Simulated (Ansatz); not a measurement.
# MnTl2SnSb4: the cost of one run

Method: reference: DFT PBE, plane waves, PAW, scalar-relativistic, no spin polarisation, in Ansatz 0.2.0.

2 further runs of the same task are left out: 2 that didn't finish.

## Step 1: The system as given

Symmetry: I-42m, No. 121, tetragonal system. Conventional cell: a = 8.304 Å, b = 8.304 Å, c = 6.985 Å, α = 90.00°, β = 90.00°, γ = 90.00°. Tl (site symmetry 222) has 2 Tl at 3.49 Å and 8 Sb at 3.50 to 3.53 Å as nearest neighbours. Around Mn (site symmetry -42m) lie 4 Sb at 2.75 Å. Around Sn (site symmetry -42m) lie 4 Sb at 2.72 Å. Sb (site symmetry m) has 1 Sn at 2.72 Å and 1 Mn at 2.75 Å as nearest neighbours.

Structure file:

```
Tl Mn Sn Sb
1.0
    -4.15210    4.15210    3.49245
     4.15210   -4.15210    3.49245
     4.15210    4.15210   -3.49245
Tl Mn Sn Sb
2 1 1 4
Cartesian
  0.0000 4.1521 0.0000
  4.1521 0.0000 0.0000
  0.0000 0.0000 3.4925
  0.0000 0.0000 0.0000
  1.4898 1.4898 1.7239
  1.4898 -1.4898 5.2610
  2.6623 2.6623 -1.7686
  -1.4898 1.4898 5.2610
```

## Step 2: Baseline

input.yaml reads:

```yaml
crystal:
  lattice:
    - [-4.152097, 4.152097, 3.492453]
    - [4.152097, -4.152097, 3.492453]
    - [4.152097, 4.152097, -3.492453]
  atoms:
    - { symbol: Tl, position: [0.5, 0.0, 0.5] }
    - { symbol: Tl, position: [0.0, 0.5, 0.5] }
    - { symbol: Mn, position: [0.5, 0.5, 0.0] }
    - { symbol: Sn, position: [0.0, 0.0, 0.0] }
    - { symbol: Sb, position: [0.4262, 0.4262, 0.3588] }
    - { symbol: Sb, position: [0.5738, 0.9326, 0.0] }
    - { symbol: Sb, position: [0.0674, 0.0674, 0.6412] }
    - { symbol: Sb, position: [0.9326, 0.5738, 0.0] }
  symmetry: { tolerance: 0.0003 }
kpoints:
  mp_grid: { grid: [4, 4, 4], shift: [0, 0, 0] }
magnetization:
  spin_polarized: false
scf:
  occupations: { method: fermi_dirac }
hamiltonian:
  pseudopotentials: { kind: paw }
  xc: pbe
basis:
  ecutwfc: 420
output:
  forces: true
  stress: true
  eigenvalues: true
  write_density: true
  write_potential: true
  elf: true
  volumetric_format: npy
relax:
  max_steps: 40
  cell: {}
```

The run is started by

```bash
ansatz run input.yaml --threads 1 --pin off --max-ram 2560MiB --backend cpu --events-out ev --progress --plain --runs-dir out
```

Q: Estimate wall time and peak memory on 1 thread of Intel Xeon 6975P-C (Granite Rapids), shared host.

About 1.8 min, with a peak of 0.62 GiB.
